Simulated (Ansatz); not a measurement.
# CH3NSe2: basis-set convergence

One table from this session's results is given with a row withheld; the runs are named, their logs left out.

Method: one geometry, several basis sets; program: Ansatz 0.2.0, Gaussian basis.

Levels to be run: PBE0-D4/def2-SVP; ωB97M-V/def2-SVP; PBE0-D4/def2-QZVPP; ωB97M-V/def2-QZVPP; the functionals' def2-TZVPP values are taken from earlier runs.

## Structure used throughout

The geometry comes from an earlier relaxation with PBE0-D4 in a triple-zeta def2 set; it is a stationary point, not always the lowest conformer.

7 atoms, charge 0, spin multiplicity 1.

Atoms are counted from 1 here; the program's logs count them from 0.

Bond lengths: N1–C2 1.393 Å, N1–H5 1.011 Å, N1–H6 1.011 Å, C2–Se3 1.927 Å, C2–Se4 2.012 Å, C2–H7 1.084 Å, Se3–Se4 2.350 Å. Angles: C2–N1–H5 112.8°, C2–N1–H6 112.9°, H5–N1–H6 110.6°, N1–C2–Se3 118.2°, N1–C2–Se4 122.7°, N1–C2–H7 113.8°, Se3–C2–Se4 73.2°, Se3–C2–H7 113.5°, Se4–C2–H7 109.4°, C2–Se3–Se4 55.1°, C2–Se4–Se3 51.7°.

The first run:

in.yaml

```yaml
crystal:
  periodic: [false, false, false]
  atoms:
    - {symbol: N, position_ang: [-0.414072, 0.955299, -0.193211]}
    - {symbol: C, position_ang: [0.421292, -0.158513, -0.143180]}
    - {symbol: Se, position_ang: [-0.132872, -1.754343, -1.069848]}
    - {symbol: Se, position_ang: [0.229410, -1.600443, 1.247455]}
    - {symbol: H, position_ang: [-0.126377, 1.690338, 0.439226]}
    - {symbol: H, position_ang: [-1.387858, 0.723311, -0.050767]}
    - {symbol: H, position_ang: [1.471676, 0.076252, -0.275275]}
basis:
  gaussian: {orbitals: def2-SVP}
hamiltonian: {xc: pbe0, dispersion: d4}
output: {orbitals: {seedname: orbitals}}
```

Run with:

```sh
$ ansatz run in.yaml --threads 4 --pin off --events-out ev --progress --plain --max-ram 10444MiB
```

Steps of the session up to this table: PBE0-D4 in def2-SVP; ωB97M-V in def2-SVP; PBE0-D4 in def2-QZVPP; ωB97M-V in def2-QZVPP.

One of the session's tables, all rows but one given; the rest of the session is left out.

It belongs to the step «Functionals by basis». 

| functional | basis | HOMO (eV) | LUMO (eV) |
| --- | --- | --- | --- |
| PBE0-D4 | def2-SVP | -5.68 | -1.92 |
| PBE0-D4 | def2-TZVPP | -5.83 | -2.08 |
| PBE0-D4 | def2-QZVPP | -5.86 | -2.12 |
| ωB97M-V | def2-SVP | ? | ? |
| ωB97M-V | def2-TZVPP | -7.96 | -0.15 |
| ωB97M-V | def2-QZVPP | -7.99 | -0.23 |

**Question.** Estimate the row for ωB97M-V, def2-SVP.

The run gave: HOMO (eV): -7.80; LUMO (eV): 0.12. In the column «HOMO (eV)» it lies between ωB97M-V, def2-TZVPP (-7.96) and PBE0-D4, def2-QZVPP (-5.86).
